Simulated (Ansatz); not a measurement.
# CH6AlCl2NO: the cost of one run

Program: Ansatz 0.2.0. Level of theory: UKS PBE0-D4/STO-3G. These are calculated values, not measurements.

### 1 The system as given

Bond lengths: Al1–O2 2.180 Å, Al1–Cl3 2.017 Å, Al1–Cl4 2.024 Å, Al1–N6 2.239 Å, N6–C7 1.452 Å, O2–H8 0.955 Å, N6–H9 1.012 Å, C7–H10 1.096 Å, C7–H11 1.090 Å, C7–H12 1.095 Å. Angles (14 of 16 angles, heavy atoms first): O2–Al1–Cl3 106.5°, O2–Al1–Cl4 109.6°, O2–Al1–N6 70.6°, Cl3–Al1–Cl4 132.1°, Cl3–Al1–N6 109.7°, Cl4–Al1–N6 111.3°, Al1–N6–C7 129.0°, Al1–O2–H8 123.7°, Al1–N6–H9 117.3°, C7–N6–H9 111.0°, N6–C7–H10 111.1°, N6–C7–H11 109.2°, N6–C7–H12 111.6°, H10–C7–H11 108.6°.

Structure file:

```xyz
12

Al    0.1409   -1.2004    1.2674
O     1.6028   -1.1794   -0.3498
Cl   -0.7061   -3.0308    1.2509
Cl    0.7825   -0.0162    2.7779
H     0.5692   -0.4896   -0.6611
N    -0.6530    0.0152   -0.4365
C    -0.7014    1.4584   -0.5850
H     2.3959   -0.6481   -0.3401
H    -1.3062   -0.4354   -1.0641
H    -0.4917    1.7553   -1.6187
H     0.0476    1.9104    0.0646
H    -1.6805    1.8605   -0.3055
```

### 2 Run 1

150 steps of 0.5 fs at constant energy, with velocities drawn for 1000 K.

Input file input.yaml:

```yaml
crystal:
  periodic: [false, false, false]
  atoms:
    - { symbol: Al, position_ang: [0.1409, -1.2004, 1.2674] }
    - { symbol: O, position_ang: [1.6028, -1.1794, -0.3498] }
    - { symbol: Cl, position_ang: [-0.7061, -3.0308, 1.2509] }
    - { symbol: Cl, position_ang: [0.7825, -0.0162, 2.7779] }
    - { symbol: H, position_ang: [0.5692, -0.4896, -0.6611] }
    - { symbol: "N", position_ang: [-0.653, 0.0152, -0.4365] }
    - { symbol: C, position_ang: [-0.7014, 1.4584, -0.585] }
    - { symbol: H, position_ang: [2.3959, -0.6481, -0.3401] }
    - { symbol: H, position_ang: [-1.3062, -0.4354, -1.0641] }
    - { symbol: H, position_ang: [-0.4917, 1.7553, -1.6187] }
    - { symbol: H, position_ang: [0.0476, 1.9104, 0.0646] }
    - { symbol: H, position_ang: [-1.6805, 1.8605, -0.3055] }
magnetization:
  spin_polarized: true
basis:
  gaussian: { orbitals: STO-3G }
hamiltonian:
  xc: pbe0
  dispersion: d4
md:
  timestep: 0.5
  n_steps: 150
  ensemble: nve
  temperature: 1000.0
  initial_velocities: maxwell_boltzmann
  seed: 134006
```

On the command line:

```
ansatz run input.yaml --threads 1 --pin off --max-ram 2048MiB --backend cpu --events-out ev --progress --plain --runs-dir out
```

What time and memory should one allow on 1 thread of an x86-64 CPU, shared host?

About 7.2 min, with a peak of 0.23 GiB.
